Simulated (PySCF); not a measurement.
# C₃H₁₀BP: geometry, spin-spin couplings

Aim: predict the spin-spin couplings of C₃H₁₀BP (`CC(C)BP`).

Computed with PySCF 2.14.0, with density-fitted response routines of our own, on a single molecule in the gas phase. Atoms are numbered from 0 throughout.

## (1) Starting geometry

15 atoms, charge 0, multiplicity 1; geometry from: GFN2-xTB. The atoms were then displaced at random by about 0.01 Å, so the start is not that level's minimum.

Bonds of the start (Å): C0–C1 1.51, C1–C2 1.54, C1–B3 1.62, B3–P4 1.84, C0–H5 1.10, C0–H6 1.11, C0–H7 1.07, C1–H8 1.10, C2–H9 1.09, C2–H10 1.11, C2–H11 1.08, B3–H12 1.19, P4–H13 1.38, P4–H14 1.39.

## (2) Geometry optimisation at PBE0-D3(BJ)/def2-SVP

What the job is given:

```
{"job": {"xc": "PBE0", "basis": "def2-SVP", "d3": "d3bj", "grid": 1, "shake": 0.01, "kind": "geom"}, "charge": 0, "multiplicity": 1}
C     -1.616750    -0.334340    -0.755100
C     -0.357630    -0.297880     0.073510
C     -0.533740     0.700830     1.228990
B      0.962690     0.127510    -0.766240
P      2.504170    -0.859480    -0.632970
H     -2.496210    -0.572140    -0.143200
H     -1.812290     0.669320    -1.192910
H     -1.543050    -1.026400    -1.573200
H     -0.236520    -1.283940     0.541600
H     -1.380630     0.435590     1.853740
H      0.358930     0.699710     1.885190
H     -0.652460     1.711780     0.860850
H      0.836030     1.007910    -1.552040
H      3.434550     0.154810    -0.563610
H      2.517580    -1.150650     0.728160
```

Launch:

```console
$ OMP_NUM_THREADS=1 python probes_run.py task.json out
```

One launch serves the whole session: the jobs run in the order shown.

Log:

```text
step   0  E = -486.00534129  max force = 0.035775
step   1  E = -486.01151367  max force = 0.004407
step   2  E = -486.01169166  max force = 0.001634
step   3  E = -486.01173722  max force = 0.000830
step   4  E = -486.01175008  max force = 0.000533
step   5  E = -486.01175351  max force = 0.000167
optimisation converged
```

Wall time 54 s (1 thread of Arm Neoverse N1, shared host); peak memory 0.52 GiB.

Step by step:

```tsv
step	energy from step 0 (eV)	largest force component (eV/Å)
0	0.0000	1.8396
1	-0.1680	0.2266
2	-0.1728	0.0840
3	-0.1740	0.0427
4	-0.1744	0.0274
5	-0.1745	0.0086
```

Close pairs (by a distance rule), those that changed most:

```tsv
bond	before (Å)	after (Å)	change (Å)
C1–B3	1.622	1.572	-0.049
B3–P4	1.835	1.879	+0.044
P4–H13	1.378	1.420	+0.042
P4–H14	1.392	1.422	+0.030
C0–H7	1.074	1.101	+0.027
B3–H12	1.187	1.213	+0.026
C0–C1	1.508	1.528	+0.020
C2–H11	1.082	1.102	+0.020
```

The next job starts from the end point, and lists it.

```tsv
at the end point	value
point group (found at 0.08 Å tolerance)	C1
rotational constants (GHz, main isotopes)	7.132, 1.840, 1.605
dipole moment (D)	1.06
```

## (3) J couplings: B3LYP/cc-pVTZ

What the job is given:

```
{"job": {"kind": "j", "xc": "B3LYP", "basis": "cc-pVTZ"}, "charge": 0, "multiplicity": 1}
C     -1.607397    -0.381031    -0.700805
C     -0.345680    -0.365239     0.161268
C     -0.465065     0.663204     1.299137
B      0.943295     0.041938    -0.642165
P      2.559604    -0.911932    -0.546344
H     -2.497070    -0.639956    -0.102211
H     -1.787192     0.606583    -1.155744
H     -1.535770    -1.113408    -1.519784
H     -0.216663    -1.359929     0.624641
H     -1.349573     0.447859     1.921672
H      0.415878     0.657564     1.960019
H     -0.581919     1.686019     0.904719
H      0.892437     0.960600    -1.432905
H      3.544172     0.110906    -0.556452
H      2.629528    -1.290520     0.822065
```

Level: B3LYP/cc-pVTZ indirect spin-spin coupling, non-relativistic, gas phase.

Log:

```text
coarse grid: 12168 points
cycle   1  E = -486.5690387336  dE =  9.642e-02  |g| = 4.316e-01  |ddm| = 7.690e+00
cycle   2  E = -486.5321639868  dE =  3.687e-02  |g| = 5.675e-01  |ddm| = 1.972e+00
cycle   3  E = -486.6213537121  dE = -8.919e-02  |g| = 5.053e-02  |ddm| = 1.086e+00
cycle   4  E = -486.6218966866  dE = -5.430e-04  |g| = 2.791e-02  |ddm| = 1.217e-01
cycle   5  E = -486.6221017249  dE = -2.050e-04  |g| = 5.155e-03  |ddm| = 5.073e-02
cycle   6  E = -486.6221078504  dE = -6.126e-06  |g| = 1.887e-03  |ddm| = 1.188e-02
final grid: 110480 points
cycle   7  E = -486.6246747854  dE = -6.403e-05  |g| = 6.979e-03  |ddm| = 9.401e-02
cycle   8  E = -486.6246657629  dE =  9.022e-06  |g| = 9.091e-03  |ddm| = 2.802e-02
cycle   9  E = -486.6246871363  dE = -2.137e-05  |g| = 3.788e-04  |ddm| = 1.552e-02
cycle  10  E = -486.6246871629  dE = -2.666e-08  |g| = 1.873e-04  |ddm| = 7.850e-04
cycle  11  E = -486.6246871711  dE = -8.213e-09  |g| = 7.046e-05  |ddm| = 3.990e-04
cycle  12  E = -486.6246871725  dE = -1.333e-09  |g| = 1.012e-05  |ddm| = 1.284e-04
cycle  13  E = -486.6246871725  dE = -2.967e-11  |g| = 2.370e-06  |ddm| = 2.157e-05
converged SCF energy = -486.6246871725

Indirect spin-spin couplings (Hz)
  i      j    bonds     total        FC       PSO       DSO        SD
  0 C    1 C    1     25.755    25.791    -0.228     0.192         -
  0 C    2 C    2     -1.200    -1.021    -0.175    -0.004         -
  0 C    3 B    2     -0.724    -0.600    -0.053     0.012    -0.083
  0 C    4 P    3      2.967     2.836     0.290    -0.055    -0.104
  0 C    5 H    1    118.597   116.604     1.389     0.604         -
  0 C    6 H    1    118.067   116.101     1.347     0.620         -
  0 C    7 H    1    117.710   115.698     1.419     0.593         -
  0 C    8 H    2     -1.397    -1.412     0.163    -0.148         -
  0 C    9 H    3      4.225     4.232    -0.004    -0.003         -
  0 C   10 H    3     11.162    11.269     0.336    -0.444         -
  0 C   11 H    3      2.016     2.026     0.014    -0.024         -
  0 C   12 H    3      4.674     4.629     0.008     0.036         -
  0 C   13 H    4     -0.579    -0.488     0.152    -0.242         -
  0 C   14 H    4      0.176     0.214     0.134    -0.172         -
  1 C    2 C    1     20.918    20.914    -0.192     0.195         -
  1 C    3 B    1     42.538    44.043    -2.072     0.253     0.314
  1 C    4 P    2      3.248     4.344    -0.849     0.010    -0.257
  1 C    5 H    2     -3.379    -3.406     0.174    -0.146         -
  1 C    6 H    2     -2.451    -2.558     0.234    -0.127         -
  1 C    7 H    2     -1.131    -1.167     0.179    -0.142         -
  1 C    8 H    1    114.972   112.654     1.329     0.988         -
  1 C    9 H    2     -3.613    -3.654     0.168    -0.127         -
  1 C   10 H    2     -0.810    -0.887     0.213    -0.136         -
  1 C   11 H    2     -1.450    -1.585     0.260    -0.125         -
  1 C   12 H    2      0.751     1.004    -0.232    -0.021         -
  1 C   13 H    3      4.933     5.149     0.043    -0.259         -
  1 C   14 H    3      1.930     1.933    -0.128     0.125         -
  2 C    3 B    2     -1.083    -1.147     0.057     0.041    -0.034
  2 C    4 P    3     16.727    16.399     0.316    -0.035     0.048
  2 C    5 H    3      4.201     4.206     0.012    -0.017         -
  2 C    6 H    3      2.297     2.280     0.025    -0.008         -
  2 C    7 H    3     11.861    11.960     0.347    -0.446         -
  2 C    8 H    2     -4.399    -4.439     0.158    -0.118         -
  2 C    9 H    1    122.680   120.740     1.327     0.613         -
  2 C   10 H    1    118.237   116.243     1.385     0.610         -
  2 C   11 H    1    118.016   116.041     1.351     0.624         -
  2 C   12 H    3      1.098     1.077     0.068    -0.047         -
  2 C   13 H    4      2.351     2.385     0.077    -0.111         -
  2 C   14 H    4      1.124     1.075    -0.023     0.072         -
  3 B    4 P    1     33.258    48.313   -15.442     0.153     0.234
  3 B    5 H    3     10.143    10.158     0.457    -0.500     0.029
  3 B    6 H    3      2.764     2.889    -0.163     0.069    -0.031
  3 B    7 H    3      1.716     1.647     0.016     0.064    -0.011
  3 B    8 H    2     -4.522    -4.196    -0.303    -0.111     0.087
  3 B    9 H    3      8.715     8.664     0.532    -0.506     0.025
  3 B   10 H    3      1.664     1.461     0.004     0.151     0.046
  3 B   11 H    3      2.620     2.519    -0.054     0.140     0.016
  3 B   12 H    1    142.765   143.082    -1.587     0.781     0.490
  3 B   13 H    2     -2.176    -1.474    -0.485    -0.225     0.008
  3 B   14 H    2     -2.754    -2.051    -0.501    -0.213     0.011
  4 P    5 H    4      0.508     0.546     0.360    -0.359    -0.040
  4 P    7 H    4     -0.461    -0.336    -0.032    -0.071    -0.022
  4 P    8 H    3     15.914    16.469    -0.428     0.130    -0.257
  4 P    9 H    4      7.083     7.118     0.373    -0.373    -0.035
  4 P   10 H    4     -0.175    -0.001    -0.176     0.063    -0.062
  4 P   11 H    4     -0.551    -0.709     0.297    -0.248     0.109
  4 P   12 H    2     25.286    28.467    -2.560    -0.227    -0.394
  4 P   13 H    1    181.607   174.965     7.253     0.243    -0.854
  4 P   14 H    1    171.846   165.213     7.235     0.282    -0.884
  5 H    6 H    2    -10.770   -10.757     2.414    -2.427         -
  5 H    7 H    2    -11.429   -11.417     2.472    -2.485         -
  5 H    8 H    3      3.291     3.235     0.380    -0.325         -
  5 H    9 H    4      0.558     0.371    -0.990     1.177         -
  5 H   10 H    4     -0.499    -0.294     1.279    -1.483         -
  5 H   11 H    4     -0.269    -0.200     0.576    -0.645         -
  5 H   13 H    5     -0.798    -0.475     0.748    -1.071         -
  5 H   14 H    5      0.263     0.347     0.580    -0.664         -
  6 H    7 H    2    -11.468   -11.472     2.437    -2.433         -
  6 H    8 H    3     12.509    12.883     2.343    -2.717         -
  6 H    9 H    4     -0.237    -0.189     0.488    -0.536         -
  6 H   10 H    4     -0.362    -0.157     1.340    -1.545         -
  6 H   13 H    5     -0.176     0.060     0.448    -0.684         -
  6 H   14 H    5     -0.270    -0.048     0.700    -0.922         -
  7 H    8 H    3      2.951     2.904     0.460    -0.413         -
  7 H    9 H    4     -0.445    -0.228     1.311    -1.528         -
  7 H   10 H    4      2.539     2.754     1.519    -1.734         -
  7 H   11 H    4     -0.497    -0.281     1.320    -1.536         -
  7 H   13 H    5     -0.398     0.009     0.494    -0.901         -
  8 H    9 H    3      5.201     5.147     0.384    -0.330         -
  8 H   10 H    3      2.997     2.903     0.343    -0.249         -
  8 H   11 H    3     13.388    13.751     2.333    -2.696         -
  8 H   12 H    3      7.064     7.509     1.476    -1.921         -
  8 H   14 H    4      0.531     0.081    -0.902     1.352         -
  9 H   10 H    2    -12.119   -12.115     2.432    -2.436         -
  9 H   11 H    2    -11.480   -11.480     2.379    -2.379         -
  9 H   12 H    4     -0.739    -0.582     1.201    -1.359         -
  9 H   13 H    5      1.883     2.130     0.719    -0.967         -
 10 H   11 H    2    -10.734   -10.757     2.419    -2.396         -
 10 H   13 H    5      0.180     0.236    -0.140     0.084         -
 10 H   14 H    5      0.446     0.006    -0.893     1.333         -
 11 H   13 H    5     -0.219    -0.139     0.213    -0.294         -
 12 H   13 H    3      2.386     2.379    -0.013     0.020         -
 12 H   14 H    3      8.337     9.302     0.878    -1.842         -
 13 H   14 H    2      0.307     0.865     1.164    -1.722         -
```

Wall time 1.8 min (1 thread of Arm Neoverse N1, shared host); peak memory 1.1 GiB.

The basis is not made for couplings: without tight functions at the nuclei these values are rough.

Couplings of 1 Hz or more, nine at most for each number of bonds, with means over like pairs (isotopes 11B, 13C, 1H, 31P):

```tsv
pair	bonds	J (Hz)	Fermi contact (Hz)	dihedral (°)
P4–H13	1	176.7	170.1	–
B3–H12	1	142.8	143.1	–
C0–H5	1	118.9	116.9	–
C1–H8	1	115.0	112.7	–
C1–B3	1	42.5	44.0	–
B3–P4	1	33.3	48.3	–
C0–C1	1	23.3	23.4	–
P4–H12	2	25.3	28.5	–
H5–H6	2	-11.3	-11.3	–
B3–H8	2	-4.5	-4.2	–
C1–P4	2	3.2	4.3	–
C0–H8	2	-2.9	-2.9	–
B3–H13	2	-2.5	-1.8	–
C1–H5	2	-2.1	-2.2	–
C0–C2	2	-1.2	-1.0	–
P4–H8	3	15.9	16.5	-10
C0–P4	3	9.8	9.6	–
H8–H12	3	7.1	7.5	165
H5–H8	3	6.7	6.8	–
C0–H9	3	6.0	6.0	–
H12–H13	3	5.4	5.8	–
B3–H5	3	4.6	4.6	–
C1–H13	3	3.4	3.5	–
C0–H12	3	2.9	2.9	–
P4–H5	4	1.1	1.1	–
```

The spin-dipole term was solved for some atoms only; pairs without it lack that part.

Quadrupole couplings from the field gradients of the same density:

```tsv
atom	isotope	eQq/h (MHz)	η
B3	11B	5.291	0.19
```

## (4) Spin-spin couplings: B3LYP/6-31G*

Settings changed since step 3:

```diff
@@ -1,2 +1,2 @@
-{"job": {"kind": "j", "xc": "B3LYP", "basis": "cc-pVTZ"}, "charge": 0, "multiplicity": 1}
+{"job": {"kind": "j", "xc": "B3LYP", "basis": "6-31G*"}, "charge": 0, "multiplicity": 1}
 C     -1.607397    -0.381031    -0.700805
```

Level: B3LYP/6-31G* indirect spin-spin coupling, non-relativistic, gas phase.

Log:

```text
coarse grid: 12168 points
cycle   1  E = -486.5279884177  dE =  1.151e-01  |g| = 4.173e-01  |ddm| = 3.191e+00
cycle   2  E = -486.5021946292  dE =  2.579e-02  |g| = 5.215e-01  |ddm| = 1.079e+00
cycle   3  E = -486.5796875729  dE = -7.749e-02  |g| = 4.038e-02  |ddm| = 6.387e-01
cycle   4  E = -486.5800951511  dE = -4.076e-04  |g| = 1.817e-02  |ddm| = 7.400e-02
cycle   5  E = -486.5801965990  dE = -1.014e-04  |g| = 4.038e-03  |ddm| = 2.495e-02
cycle   6  E = -486.5802008469  dE = -4.248e-06  |g| = 1.173e-03  |ddm| = 5.224e-03
final grid: 110480 points
cycle   7  E = -486.5298569010  dE = -1.487e-05  |g| = 6.194e-03  |ddm| = 1.684e-02
cycle   8  E = -486.5298504479  dE =  6.453e-06  |g| = 7.965e-03  |ddm| = 1.348e-02
cycle   9  E = -486.5298674088  dE = -1.696e-05  |g| = 2.880e-04  |ddm| = 7.592e-03
cycle  10  E = -486.5298674275  dE = -1.869e-08  |g| = 1.392e-04  |ddm| = 5.307e-04
cycle  11  E = -486.5298674332  dE = -5.719e-09  |g| = 2.689e-05  |ddm| = 1.869e-04
cycle  12  E = -486.5298674334  dE = -2.100e-10  |g| = 5.431e-06  |ddm| = 3.825e-05
converged SCF energy = -486.5298674334

Indirect spin-spin couplings (Hz)
  i      j    bonds     total        FC       PSO       DSO        SD
  0 C    1 C    1     46.809    46.791    -0.175     0.193         -
  0 C    2 C    2     -2.015    -1.916    -0.095    -0.004         -
  0 C    3 B    2     -1.839    -1.769    -0.009     0.012    -0.073
  0 C    4 P    3      2.547     2.424     0.274    -0.055    -0.096
  0 C    5 H    1    140.944   139.308     0.969     0.667         -
  0 C    6 H    1    141.812   140.213     0.917     0.682         -
  0 C    7 H    1    141.426   139.784     0.984     0.657         -
  0 C    8 H    2     -1.521    -1.557     0.175    -0.139         -
  0 C    9 H    3      3.937     3.925     0.012     0.000         -
  0 C   10 H    3     10.465    10.629     0.275    -0.440         -
  0 C   11 H    3      1.966     1.961     0.027    -0.021         -
  0 C   12 H    3      4.197     4.132     0.026     0.039         -
  0 C   13 H    4     -0.626    -0.501     0.116    -0.240         -
  0 C   14 H    4      0.220     0.276     0.114    -0.170         -
  1 C    2 C    1     41.003    40.937    -0.130     0.197         -
  1 C    3 B    1     62.239    63.405    -1.691     0.251     0.274
  1 C    4 P    2      3.086     4.038    -0.729     0.009    -0.233
  1 C    5 H    2     -3.297    -3.306     0.143    -0.134         -
  1 C    6 H    2     -2.532    -2.593     0.177    -0.116         -
  1 C    7 H    2     -1.430    -1.464     0.166    -0.132         -
  1 C    8 H    1    144.171   142.158     0.962     1.051         -
  1 C    9 H    2     -3.533    -3.557     0.138    -0.115         -
  1 C   10 H    2     -0.984    -1.053     0.195    -0.126         -
  1 C   11 H    2     -1.659    -1.752     0.208    -0.114         -
  1 C   12 H    2      1.252     1.471    -0.204    -0.014         -
  1 C   13 H    3      4.758     4.994     0.020    -0.256         -
  1 C   14 H    3      2.033     2.021    -0.114     0.126         -
  2 C    3 B    2     -2.879    -2.987     0.095     0.040    -0.027
  2 C    4 P    3     14.240    13.989     0.246    -0.035     0.040
  2 C    5 H    3      3.913     3.904     0.023    -0.014         -
  2 C    6 H    3      2.232     2.202     0.035    -0.005         -
  2 C    7 H    3     11.197    11.356     0.282    -0.441         -
  2 C    8 H    2     -4.396    -4.461     0.174    -0.109         -
  2 C    9 H    1    144.042   142.447     0.919     0.676         -
  2 C   10 H    1    141.599   139.956     0.968     0.675         -
  2 C   11 H    1    142.031   140.421     0.925     0.685         -
  2 C   12 H    3      0.931     0.906     0.068    -0.043         -
  2 C   13 H    4      2.189     2.245     0.053    -0.109         -
  2 C   14 H    4      1.057     0.991    -0.007     0.073         -
  3 B    4 P    1     58.075    70.763   -13.203     0.154     0.359
  3 B    5 H    3      9.825     9.944     0.354    -0.496     0.022
  3 B    6 H    3      2.956     3.057    -0.146     0.072    -0.028
  3 B    7 H    3      1.404     1.305     0.041     0.067    -0.008
  3 B    8 H    2     -3.892    -3.548    -0.317    -0.102     0.074
  3 B    9 H    3      8.958     9.026     0.421    -0.501     0.013
  3 B   10 H    3      1.579     1.341     0.040     0.154     0.044
  3 B   11 H    3      2.762     2.627    -0.022     0.143     0.015
  3 B   12 H    1    149.112   149.644    -1.755     0.850     0.374
  3 B   13 H    2     -0.887    -0.176    -0.488    -0.213    -0.010
  3 B   14 H    2     -0.967    -0.247    -0.515    -0.202    -0.002
  4 P    5 H    4      0.524     0.626     0.285    -0.356    -0.031
  4 P    8 H    3     14.111    14.646    -0.391     0.132    -0.276
  4 P    9 H    4      5.712     5.922     0.191    -0.370    -0.031
  4 P   10 H    4     -0.428    -0.056    -0.367     0.064    -0.069
  4 P   11 H    4     -0.671    -0.642     0.103    -0.245     0.114
  4 P   12 H    2     15.344    18.426    -2.526    -0.218    -0.337
  4 P   13 H    1    243.689   238.803     4.148     0.321     0.417
  4 P   14 H    1    235.443   230.578     4.093     0.357     0.414
  5 H    6 H    2    -14.951   -13.945     1.300    -2.306         -
  5 H    7 H    2    -15.130   -14.106     1.341    -2.364         -
  5 H    8 H    3      2.842     3.057     0.072    -0.287         -
  5 H    9 H    4      0.808     0.422    -0.795     1.182         -
  5 H   10 H    4     -0.855    -0.278     0.884    -1.461         -
  5 H   11 H    4     -0.430    -0.109     0.300    -0.622         -
  5 H   12 H    4     -0.152     0.325     0.845    -1.322         -
  5 H   13 H    5     -1.019    -0.473     0.513    -1.059         -
  6 H    7 H    2    -15.753   -14.752     1.311    -2.312         -
  6 H    8 H    3     12.032    13.057     1.647    -2.672         -
  6 H    9 H    4     -0.353    -0.072     0.232    -0.513         -
  6 H   10 H    4     -0.717    -0.130     0.935    -1.522         -
  6 H   11 H    4      0.272    -0.103    -0.763     1.139         -
  6 H   12 H    4      0.386    -0.024    -0.629     1.039         -
  6 H   13 H    5     -0.325     0.055     0.295    -0.675         -
  6 H   14 H    5     -0.454    -0.032     0.489    -0.911         -
  7 H    8 H    3      2.563     2.798     0.139    -0.374         -
  7 H    9 H    4     -0.810    -0.219     0.914    -1.505         -
  7 H   10 H    4      2.306     2.904     1.115    -1.713         -
  7 H   11 H    4     -0.844    -0.255     0.924    -1.513         -
  7 H   13 H    5     -0.532     0.047     0.312    -0.890         -
  7 H   14 H    5     -0.283     0.041     0.261    -0.584         -
  8 H    9 H    3      4.725     4.939     0.078    -0.292         -
  8 H   10 H    3      2.666     2.814     0.063    -0.211         -
  8 H   11 H    3     13.111    14.118     1.643    -2.650         -
  8 H   12 H    3      6.970     7.840     1.012    -1.882         -
  8 H   13 H    4     -0.153     0.864     0.345    -1.363         -
  8 H   14 H    4      0.785     0.129    -0.698     1.355         -
  9 H   10 H    2    -15.785   -14.772     1.303    -2.315         -
  9 H   11 H    2    -15.612   -14.618     1.265    -2.259         -
  9 H   12 H    4     -1.078    -0.591     0.850    -1.337         -
  9 H   13 H    5      1.647     2.124     0.477    -0.954         -
 10 H   11 H    2    -15.073   -14.090     1.292    -2.274         -
 10 H   12 H    4     -0.278    -0.028     0.336    -0.587         -
 10 H   13 H    5      0.163     0.224    -0.150     0.089         -
 10 H   14 H    5      0.782     0.075    -0.615     1.322         -
 11 H   12 H    4      0.334     0.020    -0.453     0.767         -
 11 H   13 H    5     -0.314    -0.137     0.109    -0.285         -
 11 H   14 H    5     -0.224    -0.015     0.324    -0.533         -
 12 H   13 H    3      2.662     2.782    -0.164     0.044         -
 12 H   14 H    3      7.911     9.266     0.454    -1.809         -
 13 H   14 H    2     -2.688    -1.469     0.404    -1.623         -
```

Run time: 21 s. Hardware: 1 thread of Arm Neoverse N1, shared host; peak memory 0.56 GiB.

This basis has no tight s functions, so the Fermi-contact terms are rough.

This run: J(P4,H13) 239.6 Hz, J(B3,H12) 149.1 Hz, J(C1,H8) 144.2 Hz (means over like pairs).

## (5) Comparing the runs: spin-spin couplings

Couplings (Hz), each a mean over the pairs like the one named, with basis size and wall time:

```tsv
run	P4–H13	B3–H12	C0–H5	C1–H8	C1–B3	B3–P4	P4–H12	functions	time
B3LYP/cc-pVTZ	176.7	142.8	118.9	115.0	42.5	33.3	25.3	294	1.8 min
B3LYP/6-31G*	239.6	149.1	142.0	144.2	62.2	58.1	15.3	94	21 s
```

## (6) Outcome

| quantity | value |
| --- | --- |
| point group | C1 |
| rotational constants (main isotopes) | 7.13, 1.84, 1.61 GHz |
| largest coupling of the table (B3LYP/cc-pVTZ) | 1J(P,H) P4–H13, 176.7 Hz |
| range of J(P4,H13), mean over like pairs | 176.7 to 239.6 Hz |

Relaxing lowered the energy by 0.174 eV in 5 steps; the close pair that moved most is C1–B3, from 1.622 to 1.572 Å. No frequency check was run at this level, so the end point may be a saddle. Of the pairs tabulated at B3LYP/cc-pVTZ, P4–H13 (mean over like pairs) couples most strongly (176.7 Hz; Fermi contact 170.1 Hz). Couplings across rotatable bonds belong to this one conformer; where others are populated, the observed values are averages. The coupling P4–H13, as a mean over pairs of its kind, runs from 176.7 Hz (B3LYP/cc-pVTZ) to 239.6 Hz (B3LYP/6-31G*). Couplings from bases without tight functions are rough.
